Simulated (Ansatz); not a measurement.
Run this with Ansatz's Python interface and show what comes out.

Script `bbrh2o_adiabatic.py`:
```python
"""How BBrH2O relaxes after losing an electron."""

import itertools

import ansatz
from ase.data import atomic_numbers, covalent_radii
import numpy as np

GEOMETRY = """
O    -0.85930   -0.79150    0.09070
B     0.31110    0.03600    0.21760
Br    0.18740    2.03710    0.26110
H    -0.95090   -0.84310   -0.90230
H     1.36160   -0.51210    0.29140
"""


def main() -> None:
    molecule = ansatz.Crystal.molecule()
    for line in GEOMETRY.strip().splitlines():
        symbol, *xyz = line.split()
        molecule = molecule.atom(symbol, [float(v) for v in xyz])

    model = molecule.calculation().basis(gaussian="def2-SVP").functional("PBE0").scf(lower_state_search="standard")
    symbols = [site.symbol for site in molecule.cartesian_sites]
    start = np.array([site.position_ang for site in molecule.cartesian_sites], dtype=float)
    summary = model.relax(force_tolerance=0.01, max_steps=100).run(threads=1).report
    end = np.array(summary["positions_ang"])

    minimum = ansatz.Crystal.molecule()
    for symbol, place in zip(symbols, end):
        minimum = minimum.atom(symbol, place.tolist())
    ion = (
        minimum.calculation()
        .basis(gaussian="def2-SVP")  # the orbital basis, by name
        .functional("PBE0")
        .scf(lower_state_search="standard")
        .charge(1)
        .spin("collinear", total=1)
    )
    vertical = ion.run(threads=1).report
    settled = ion.relax(force_tolerance=0.01, max_steps=80).run(threads=1).report
    print(f"vertical ionisation energy   {vertical['free_energy_ev'] - summary['free_energy_ev']:.3f} eV")
    print(f"adiabatic, no zero point     {settled['free_energy_ev'] - summary['free_energy_ev']:.3f} eV")
    print(f"relaxation energy of the ion {vertical['free_energy_ev'] - settled['free_energy_ev']:.3f} eV")
    ionised = np.array(settled["positions_ang"])
    # pairs closer than 1.2 times the sum of covalent radii, before or after
    radius = [covalent_radii[atomic_numbers[s]] for s in symbols]
    span = lambda where, i, j: np.linalg.norm(where[i] - where[j])
    bonded = [(i, j) for i, j in itertools.combinations(range(len(symbols)), 2) if min(span(end, i, j), span(ionised, i, j)) < 1.2 * (radius[i] + radius[j])]
    print("pair        before    after (A)")
    for i, j in bonded:
        print(f"{symbols[i]}{i}-{symbols[j]}{j}".ljust(10), f"{span(end, i, j):8.4f} {span(ionised, i, j):8.4f}")
    for first, second in list(itertools.combinations(bonded, 2)):
        shared = set(first) & set(second)
        if shared and symbols[(j := shared.pop())] != "H":
            i, k = sorted((set(first) | set(second)) - {j})
            u, v = ionised[i] - ionised[j], ionised[k] - ionised[j]
            angle = np.degrees(np.arccos(np.clip(u @ v / np.linalg.norm(u) / np.linalg.norm(v), -1, 1)))
            print(f"final angle {symbols[i]}{i}-{symbols[j]}{j}-{symbols[k]}{k}: {angle:.2f} deg")


if __name__ == "__main__":
    main()
```

```console
$ python bbrh2o_adiabatic.py
vertical ionisation energy   11.083 eV
adiabatic, no zero point     10.735 eV
relaxation energy of the ion 0.348 eV
pair        before    after (A)
O0-B1        1.3359   1.2804
O0-H3        0.9653   0.9691
B1-Br2       1.9305   1.9207
B1-H4        1.2011   1.2637
final angle B1-O0-H3: 128.92 deg
final angle O0-B1-Br2: 140.62 deg
final angle O0-B1-H4: 126.55 deg
final angle Br2-B1-H4: 92.82 deg
```

Caveats:
- These settings explore the input space; basis and method may be short of convergence.
- The energies are electronic: no zero-point or thermal terms, and the basis set is short of its limit. The product may relax into another structure. Each relaxation finds its nearest minimum, which needn't be the lowest.
- Run time: 66 s on 1 thread of Arm Neoverse V1, with other jobs on the host, peak memory 0.26 GiB.
